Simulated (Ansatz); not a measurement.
**BF2H3NPSi: harmonic frequencies at the relaxed geometry in Python**

At which frequencies does BF2H3NPSi vibrate? Wanted for BF2H3NPSi: harmonic frequencies at the relaxed geometry. SMILES: N[Si]1(F)PB1F.

All numbers are computed with the Python package of Ansatz 0.2.0. Level of theory: Hartree-Fock/def2-SVP.

## (1) The structure

Bond lengths: N1–Si2 1.822 Å, Si2–F3 1.657 Å, Si2–P4 1.983 Å, Si2–B5 2.012 Å, P4–B5 1.998 Å, B5–F6 1.448 Å, N1–H7 1.008 Å, N1–H8 1.058 Å, P4–H9 1.458 Å. Angles (14 of 15 angles, heavy atoms first): N1–Si2–F3 116.7°, N1–Si2–P4 116.9°, N1–Si2–B5 117.5°, F3–Si2–P4 114.3°, F3–Si2–B5 119.0°, P4–Si2–B5 60.0°, Si2–P4–B5 60.7°, Si2–B5–P4 59.3°, Si2–B5–F6 150.2°, P4–B5–F6 149.9°, Si2–N1–H7 105.8°, Si2–N1–H8 102.2°, Si2–P4–H9 99.5°, B5–P4–H9 96.2°.

No structure file is read: the coordinates are typed or built in the script.

## (2) The script

bf2h3npsi_freq.py reads:

```python
"""Vibrations of BF2H3NPSi."""

import warnings

import ansatz as az
from ase import Atoms
from ase.thermochemistry import IdealGasThermo
import numpy as np

warnings.simplefilter("ignore", az.DeckWarning)

atoms = Atoms(["N", "Si", "F", "P", "B", "F", "H", "H", "H"], positions=[
    (0.5471, -1.7799, -0.5516),
    (0.5384, -0.1079, 0.1734),
    (1.8829, 0.3391, 1.0328),
    (-1.1736, 0.527, 0.9469),
    (-0.5287, 1.3095, -0.7747),
    (-0.6474, 2.302, -1.8223),
    (0.5248, -2.4183, 0.2283),
    (-0.3847, -1.8124, -1.0519),
    (-0.6703, 1.5946, 1.8021),
])
geometry = az.Crystal.molecule_from_ase(atoms)

setup = (
    geometry.calculation()
    .basis(gaussian="def2-SVP")
    .functional("hf")
)
symbols = [site.symbol for site in geometry.cartesian_sites]
start = np.array([site.position_ang for site in geometry.cartesian_sites], dtype=float)
def progress(event):
    if event["event"] == "relax_step":
        row = event["data"]
        print(f"step {row['step']:3d}  E = {row['lagrangian_ev']:.6f} eV  max force {row['allowed_force_max_ev_ang']:.4f} eV/A")


r = setup.relax(force_tolerance=0.003, max_steps=100).session().plan().execute(on_event=progress).report
end = np.array(r["positions_ang"])

print("bond        before    after (A)")
for i, j in [(0, 1), (0, 6), (0, 7), (1, 2), (1, 3), (1, 4), (3, 4), (3, 8), (4, 5)]:
    d0, d1 = (np.linalg.norm(xyz[i] - xyz[j]) for xyz in (start, end))
    print(f"{symbols[i]}{i}-{symbols[j]}{j}".ljust(10), f"{d0:8.4f} {d1:8.4f}")

# frequencies need a stationary point, so they are taken at the relaxed geometry
minimum = az.Crystal.molecule()
for symbol, xyz in zip(symbols, end):
    minimum = minimum.atom(symbol, xyz.tolist())
vibrating = (
    minimum.calculation()
    .basis(gaussian="def2-SVP")
    .functional("hf")
    .phonons(temperatures=(100, 500, 100))
)
vib = vibrating.run(threads=1, pin="off").report["vibrations"]
sums = vib["harmonic_sums"]
modes = [m["omega_inv_cm"] for m in sums["modes_at_gamma"] if m["rigid_motion"] == "no"]
for number, w in enumerate(modes, start=1):
    print(f"mode {number:2d} {w:9.1f} 1/cm {w / 8065.544 * 1000:8.2f} meV")
print("imaginary modes:", sum(w < 0 for w in modes), " zero-point energy:", round(sums["zero_point_energy_ev"], 4), "eV")
# rigid rotor and ideal gas, symmetry number taken as one
gas = IdealGasThermo(vib_energies=[w / 8065.544 for w in modes if w > 0], geometry="linear" if len(modes) == 3 * len(symbols) - 5 else "nonlinear",
                     atoms=Atoms(symbols, positions=end), symmetrynumber=1, spin=0.0)
print(f"H(298 K) - E = {gas.get_enthalpy(298.15, verbose=False):.4f} eV")
print(f"S(298 K, 1 bar) = {96485.33 * gas.get_entropy(298.15, 1e5, verbose=False):.1f} J/(mol K) with symmetry number 1")
```

## (3) What the engine is handed

The engine receives this input (first run):

```yaml
crystal:
  periodic: [false, false, false]
  atoms:
    - { symbol: "N", position_ang: [0.5471, -1.7799, -0.5516] }
    - { symbol: Si, position_ang: [0.5384, -0.1079, 0.1734] }
    - { symbol: F, position_ang: [1.8829, 0.3391, 1.0328] }
    - { symbol: P, position_ang: [-1.1736, 0.527, 0.9469] }
    - { symbol: B, position_ang: [-0.5287, 1.3095, -0.7747] }
    - { symbol: F, position_ang: [-0.6474, 2.302, -1.8223] }
    - { symbol: H, position_ang: [0.5248, -2.4183, 0.2283] }
    - { symbol: H, position_ang: [-0.3847, -1.8124, -1.0519] }
    - { symbol: H, position_ang: [-0.6703, 1.5946, 1.8021] }
basis:
  gaussian:
    orbitals: def2-SVP
hamiltonian:
  xc: hf
relax:
  f_tol: 0.003
  max_steps: 100
```

## (4) The run

Launch:

```console
$ python bf2h3npsi_freq.py
```

**Question.** What results will this script give? Wanted: moves of the relaxation of run 1; energy gained in run 1; last largest force component of run 1; highest frequency; imaginary modes; zero-point energy.

**Answer**, as computed:

| quantity | value |
| --- | --- |
| runs compared | 2 |
| moves of the relaxation of run 1 | 26 |
| energy gained in run 1 | 2.028 eV |
| last largest force component of run 1 | 0.0022 eV/Å |
| highest frequency | 3905 cm⁻¹ |
| imaginary modes | 0 |
| zero-point energy | 1.307 eV |

What this shows: Run 1: The relaxation took 26 moves; the largest shift is 0.652 Å, of atom 9 (H). All frequencies are real, so the geometry is a minimum. Reading the output:
- The frequencies are harmonic and unscaled, in a modest basis. The result belongs to the one conformer reached from this start, and soft torsions count as harmonic oscillators.
- The entropy takes a symmetry number of 1; a symmetric molecule's is lower by R ln(sigma).
